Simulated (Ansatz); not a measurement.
# CH7ClN2Si: the cost of one run

All numbers below are computed with Ansatz 0.2.0 (UKS PBE-D4/STO-3G).

### Step 1. The starting structure

Bond lengths: Si1–Cl2 2.490 Å, Si1–C3 1.858 Å, Si1–N5 1.711 Å, Si1–N6 1.708 Å, C3–H7 1.081 Å, C3–H8 1.081 Å, N5–H9 1.007 Å, N5–H10 1.009 Å, N6–H11 1.009 Å, N6–H12 1.008 Å. Angles (14 of 15 angles, heavy atoms first): Cl2–Si1–C3 80.4°, Cl2–Si1–N5 107.3°, Cl2–Si1–N6 108.0°, C3–Si1–N5 124.2°, C3–Si1–N6 122.8°, N5–Si1–N6 107.4°, Si1–C3–H7 116.7°, Si1–C3–H8 115.9°, Si1–N5–H9 118.1°, Si1–N5–H10 119.3°, Si1–N6–H11 120.6°, Si1–N6–H12 118.6°, H7–C3–H8 110.1°, H9–N5–H10 110.0°.

Coordinates:

```xyz
12

Si   -0.0873   -0.0805   -0.1697
Cl   -0.7517    1.0099    1.9678
C     1.5933    0.1977    0.5717
H     0.9730    0.7966    1.6567
N    -0.7432    0.8549   -1.4432
N    -0.8279   -1.6184   -0.2306
H     2.2504    0.8749    0.0441
H     2.1333   -0.6919    0.8654
H    -0.3632    1.7745   -1.6002
H    -1.7424    0.8658   -1.5830
H    -1.7546   -1.7278   -0.6153
H    -0.6798   -2.2557    0.5362
```

### Step 2. Pulling towards end A

Springs on the bonds that form and break draw the guess towards this end; the thresholds are loose.

input.yaml reads:

```yaml
crystal:
  periodic: [false, false, false]
  atoms:
    - { symbol: Si, position_ang: [-0.0873, -0.0805, -0.1697] }
    - { symbol: Cl, position_ang: [-0.7517, 1.0099, 1.9678] }
    - { symbol: C, position_ang: [1.5933, 0.1977, 0.5717] }
    - { symbol: H, position_ang: [0.973, 0.7966, 1.6567] }
    - { symbol: "N", position_ang: [-0.7432, 0.8549, -1.4432] }
    - { symbol: "N", position_ang: [-0.8279, -1.6184, -0.2306] }
    - { symbol: H, position_ang: [2.2504, 0.8749, 0.0441] }
    - { symbol: H, position_ang: [2.1333, -0.6919, 0.8654] }
    - { symbol: H, position_ang: [-0.3632, 1.7745, -1.6002] }
    - { symbol: H, position_ang: [-1.7424, 0.8658, -1.583] }
    - { symbol: H, position_ang: [-1.7546, -1.7278, -0.6153] }
    - { symbol: H, position_ang: [-0.6798, -2.2557, 0.5362] }
magnetization:
  spin_polarized: true
basis:
  gaussian: { orbitals: STO-3G }
hamiltonian:
  xc: pbe
  dispersion: d4
relax:
  f_tol: 0.15
  max_steps: 25
  restrain:
    - { distance: [3, 1], at: 2.63, k: 30.0 }
    - { distance: [0, 1], at: 2.13, k: 30.0 }
    - { distance: [3, 2], at: 1.07, k: 30.0 }
output:
  orbitals: {}
```

Launch:

```
ansatz run input.yaml --threads 1 --pin off --max-ram 2048MiB --backend cpu --events-out ev --progress --plain --runs-dir out
```

Q: Estimate wall time and peak memory on 1 thread of Intel Xeon Platinum 8488C (Sapphire Rapids), shared host.

About 22 s, with a peak of 0.19 GiB.
